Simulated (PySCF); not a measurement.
# KP⁺: changing the method

What do other methods print for KP⁺?

Program: PySCF 2.14.0. Level of theory: each script names its method and basis. These are calculated values, not measurements.

## 1. The starting structure

KP⁺: 2 atoms, charge 1, spin multiplicity 2.

Bond lengths: K1–P2 3.576 Å.

## 2. The run that the others are compared with

input.py reads:

```python
from pyscf import gto, scf
from pyscf.prop.polarizability import uhf as pol

mol = gto.M(
    atom='K 0 0 0; P 0 0 3.576',
    basis='def2-svp',
    charge=1,
    spin=1,
    verbose=3,
)
mf = scf.UHF(mol)
mf.kernel()
print('polarizability (a.u.)')
print(pol.Polarizability(mf).polarizability().round(4))
mf.dip_moment()
print('orbital energies (hartree):', [e[max(0, n-3):n+3].round(4) for e, n in zip(mf.mo_energy, mol.nelec)])
```

On the command line:

```sh
> OMP_NUM_THREADS=1 python input.py
```

## 3. SCF alone

Edit 1 changes step after the SCF: polarizability → none.

input.py, as its differences from that of step 2:

```diff
@@ -1,3 +1,2 @@
 from pyscf import gto, scf
-from pyscf.prop.polarizability import uhf as pol
 
@@ -12,4 +11,2 @@
 mf.kernel()
-print('polarizability (a.u.)')
-print(pol.Polarizability(mf).polarizability().round(4))
 mf.dip_moment()
```

## 4. MP2

Edit 2 changes step after the SCF: polarizability → mp2; frozen orbitals: none → 10.

input.py reads:

```python
from pyscf import gto, scf, mp

mol = gto.M(
    atom='K 0 0 0; P 0 0 3.576',
    basis='def2-svp',
    charge=1,
    spin=1,
    verbose=3,
)
mf = scf.UHF(mol)
mf.kernel()
mp.MP2(mf, frozen=10).kernel()
mf.dip_moment()
print('orbital energies (hartree):', [e[max(0, n-3):n+3].round(4) for e, n in zip(mf.mo_energy, mol.nelec)])
```

## 5. B3lyp (UKS)

Edit 3 changes functional: none (Hartree–Fock) → b3lyp; SCF type: UHF → UKS; step after the SCF: polarizability → analyze.

input.py reads:

```python
from pyscf import gto, dft

mol = gto.M(
    atom='K 0 0 0; P 0 0 3.576',
    basis='def2-svp',
    charge=1,
    spin=1,
    verbose=3,
)
mf = dft.UKS(mol, xc='b3lyp')
mf.kernel()
mf.analyze()
print('orbital energies (hartree):', [e[max(0, n-3):n+3].round(4) for e, n in zip(mf.mo_energy, mol.nelec)])
```

## 6. Hcth407 (UKS)

Edit 4 changes functional: none (Hartree–Fock) → hcth407; SCF type: UHF → UKS; step after the SCF: polarizability → analyze.

input.py reads:

```python
from pyscf import gto, dft

mol = gto.M(
    atom='K 0 0 0; P 0 0 3.576',
    basis='def2-svp',
    charge=1,
    spin=1,
    verbose=3,
)
mf = dft.UKS(mol, xc='hcth407')
mf.kernel()
mf.analyze()
print('orbital energies (hartree):', [e[max(0, n-3):n+3].round(4) for e, n in zip(mf.mo_energy, mol.nelec)])
```

## 7. CASCI (ROHF)

Edit 5 changes step after the SCF: polarizability → casci; SCF type: UHF → ROHF; active space: none → 1 electrons in 2 orbitals.

input.py reads:

```python
from pyscf import gto, scf, mcscf

mol = gto.M(
    atom='K 0 0 0; P 0 0 3.576',
    basis='def2-svp',
    charge=1,
    spin=1,
    verbose=3,
)
mf = scf.ROHF(mol)
mf.kernel()
mc = mcscf.CASCI(mf, 2, 1)
mc.kernel()
mc.analyze()
mf.dip_moment()
print('orbital energies (hartree):', mf.mo_energy[..., max(0, mol.nelec[1]-3):mol.nelec[0]+3].round(4))
```

## 8. Geometry optimisation

Edit 6 changes step after the SCF: polarizability → optimize.

input.py reads:

```python
from pyscf import gto, scf
from pyscf.geomopt.geometric_solver import optimize

mol = gto.M(
    atom='K 0 0 0; P 0 0 3.576',
    basis='def2-svp',
    charge=1,
    spin=1,
    verbose=3,
)
mf = scf.UHF(mol)
mf.kernel()
mol_eq = optimize(mf, maxsteps=30)
print('optimised geometry (angstrom)')
print(mol_eq.tostring('raw'))
print('orbital energies (hartree):', [e[max(0, n-3):n+3].round(4) for e, n in zip(mf.mo_energy, mol.nelec)])
```

What does the calculation give? Wanted: for each run, E(SCF); from base; gap, α spin; after the SCF.

**Answer**, as computed:

```tsv
run	E(SCF) (hartree)	from base (eV)	gap, α spin (eV)	after the SCF
base	-939.455923	0	8.27	mean α 23.9 bohr³
SCF alone	-939.455923	0.0000	8.27	n/a
MP2	-939.455923	0.0000	8.27	MP2 correlation -2.969 eV, core frozen
b3lyp (UKS)	-940.805758	not comparable	1.25	n/a
hcth407 (UKS)	-940.945002	not comparable	1.08	n/a
CASCI (ROHF)	-939.452227	+0.1006	n/a	n/a
geometry optimisation	-939.455923	0.0000	8.27	bond 3.601 Å, 0.000 eV
```

SCF columns refer to the geometry typed in the script.

**Reading.** The α-spin gap between the frontier levels is 1.1 eV with hcth407 (0 % exact exchange) and 1.3 eV with b3lyp (20 %). A lower total energy from another functional means nothing by itself.
